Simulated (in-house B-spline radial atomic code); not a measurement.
# Tc³⁵⁺: ionisation energy by several methods

Wanted: one ionisation energy, Tc³⁵⁺ to configuration [He] 2s2 2p3, up the ladder of functionals.

The numbers are computed with in-house B-spline radial atomic code version 1 (scalar-relativistic (X2C), several functionals, spin-polarised; spherical all-electron atom at the radial basis limit), except any that are marked as measured or tabulated.

### 1 The system

```
element       : technetium (Z = 43)
charge        : +35
electrons     : 8
configuration : [He] 2s2 2p4
nucleus       : Fermi, rms radius 4.411 fm
```

Outer shells as boxes (Hund's rule):

[He] 2s2 2p4
```
[He] core
2s [↑↓]
2p [↑↓][↑ ][↑ ]
```

Where spins are not typed, each open shell is filled with up spins first.

### 2 BLYP, a GGA

Settings, as recorded:

```ini
Z = 43
electrons = 8.0
configuration = [He] 2s2 2p4
hamiltonian = x2c
method = b88,lyp
spin_polarised = True
nucleus = fermi
rms_radius = 4.411169945885085
mass_number = 97
atomic_mass = 96.90636072
speed_of_light = 137.035999084
```

### 3 revTPSS, a meta-GGA

Settings: those of step 2 with these lines changed.

```diff
@@ -4,3 +4,3 @@
 hamiltonian = x2c
-method = b88,lyp
+method = revtpss,revtpss
 spin_polarised = True
```

### 4 BP86, a GGA

Settings: those of step 3 with these lines changed.

```diff
@@ -4,3 +4,3 @@
 hamiltonian = x2c
-method = revtpss,revtpss
+method = b88,p86
 spin_polarised = True
```

### 5 RPBE, a GGA

Settings: those of step 4 with these lines changed.

```diff
@@ -4,3 +4,3 @@
 hamiltonian = x2c
-method = b88,p86
+method = rpbe,pbe
 spin_polarised = True
```

### 6 TPSS, a meta-GGA

Settings: those of step 5 with these lines changed.

```diff
@@ -4,3 +4,3 @@
 hamiltonian = x2c
-method = rpbe,pbe
+method = tpss,tpss
 spin_polarised = True
```

Q: The tabulated ionisation energy is 4874 ± 10 eV (semi-empirical; NIST Atomic Spectra Database). What does each method give, and which comes nearest?

**Answer**, as computed:

| method | rung | total energy (hartree) | ΔSCF (eV) | −ε highest (eV) | ΔSCF less tabulated (eV) |
| --- | --- | --- | --- | --- | --- |
| BLYP | GGA | -3068.8340 | 4888.24 | 4803.02 (2p down) | +14.24 |
| BP86 | GGA | -3069.0449 | 4888.94 | 4803.74 (2p down) | +14.94 |
| RPBE | GGA | -3068.8118 | 4886.56 | 4801.77 (2p down) | +12.56 |
| revTPSS | meta-GGA | -3068.4021 | 4884.32 | 4800.75 (2p down) | +10.32 |
| TPSS | meta-GGA | -3068.7913 | 4886.48 | 4802.75 (2p down) | +12.48 |

The tabulated ionisation energy is 4874 ± 10 eV (semi-empirical; NIST Atomic Spectra Database). revTPSS comes nearest (+10.32 eV) and BP86 is farthest (+14.94 eV, 0.31 %). All methods miss on the same side by much the same amount, which points to something that they share. Relativistic terms that these runs lack can be as large as the gaps between close methods, so the nearest may be so by luck. Spin-orbit coupling is left out. Open shells are averaged (over orientations, and over spins where the run is restricted), while tables refer to the lowest levels.

Members of this set that are not shown: 2 used exact exchange with fractional occupations of an open shell, which is unsound here.
